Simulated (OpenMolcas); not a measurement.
# C2H6AlCl (dimethylaluminum chloride): HF/6-31G(d) (Cartesian functions)

We compute an optimisation with harmonic vibrations of C2H6AlCl (dimethylaluminum chloride). 

The calculation is run with OpenMolcas 26.06.

1 further run of the same task is left out (set aside as unsound or not needed).

**1. Starting point**

The species is C2H6AlCl (10 atoms), meant as a singlet with charge 0. As SMILES, `[CH3][Al]([CH3])[Cl]`. The shape is that of a PBE0-D4/def2-TZVP optimisation. The run starts from this shape.

Bond lengths: C1–Al2 1.942 Å, Al2–C3 1.942 Å, Al2–Cl4 2.114 Å, C1–H5 1.092 Å, C1–H6 1.095 Å, C1–H7 1.095 Å, C3–H8 1.095 Å, C3–H9 1.093 Å, C3–H10 1.094 Å. Some angles: C1–Al2–C3 125.8°, C1–Al2–Cl4 117.8°, C3–Al2–Cl4 116.4°, Al2–C1–H5 112.5°, Al2–C1–H6 110.7°, Al2–C1–H7 110.7°, Al2–C3–H8 110.7°, Al2–C3–H9 112.6°, Al2–C3–H10 110.7°, H5–C1–H6 108.1°.

**2. An optimisation with harmonic vibrations at HF/6-31G(d) (Cartesian functions)**

The input, calc.input:

```
&GATEWAY
 BasLib=$CurrDir
 BasisSet
 C.6-31Gs....
 C1 -0.517700 1.358200 -0.989200 angstrom
 C3 0.742200 -0.932200 1.273500 angstrom
 End of Basis
 BasisSet
 Al.6-31Gs....
 Al2 -0.252300 -0.446600 -0.322400 angstrom
 End of Basis
 BasisSet
 Cl.6-31Gs....
 Cl4 -1.112300 -2.038200 -1.415400 angstrom
 End of Basis
 BasisSet
 H.6-31Gs....
 H5 -1.121400 1.383800 -1.898300 angstrom
 H6 -1.010200 1.981400 -0.235400 angstrom
 H7 0.443800 1.835600 -1.206000 angstrom
 H8 0.102400 -1.471200 1.979300 angstrom
 H9 1.158700 -0.063300 1.788800 angstrom
 H10 1.566900 -1.607500 1.025200 angstrom
 End of Basis
>>> EXPORT MOLCAS_MAXITER=50
>>> Do While

&SEWARD

&SCF
 PrOrbitals=0

&SLAPAF
>>> EndDo
>>> COPY $Project.Opt.xyz $CurrDir/final.xyz
>>> COPY $Project.slapaf.h5 $CurrDir/final.slapaf.h5

&MCKINLEY

&MCLR
 Thermochemistry
 1
 1.0
 298.15
 End of PT
```

The basis set 6-31G* is read from a file made from the Basis Set Exchange's data (not shown).

On the command line:

```console
export MOLCAS_MEM=1860
pymolcas calc.input > calc.log
```

**Question.** What will come out? Wanted: total energy; dipole moment; HOMO energy; LUMO energy; HOMO–LUMO gap; lowest harmonic wavenumber; highest harmonic wavenumber.

Answer, from the run:

At HF/6-31G* (Cartesian functions):

```
                   quantity                 value
               total energy         -780.70354 Eh
              dipole moment                2.57 D
                HOMO energy             -10.92 eV
                LUMO energy               2.04 eV
              HOMO–LUMO gap              12.96 eV
 lowest harmonic wavenumber  31i cm⁻¹ (imaginary)
highest harmonic wavenumber             3266 cm⁻¹
```

In words: At the final geometry: Bond lengths: C1–Al2 1.963 Å, Al2–C3 1.963 Å, Al2–Cl4 2.129 Å, C1–H5 1.086 Å, C1–H6 1.089 Å, C1–H7 1.089 Å, C3–H8 1.088 Å, C3–H9 1.087 Å, C3–H10 1.088 Å. Some angles: C1–Al2–C3 126.1°, C1–Al2–Cl4 117.6°, C3–Al2–Cl4 116.3°, Al2–C1–H5 112.7°, Al2–C1–H6 111.1°, Al2–C1–H7 111.0°, Al2–C3–H8 111.2°, Al2–C3–H9 112.5°, Al2–C3–H10 111.2°, H5–C1–H6 107.7°. 1 mode is imaginary (lowest 31i cm⁻¹); so small a value may be numerical noise or a very soft motion. Mulliken charges run from -0.81 on C1 to +0.92 on Al2.
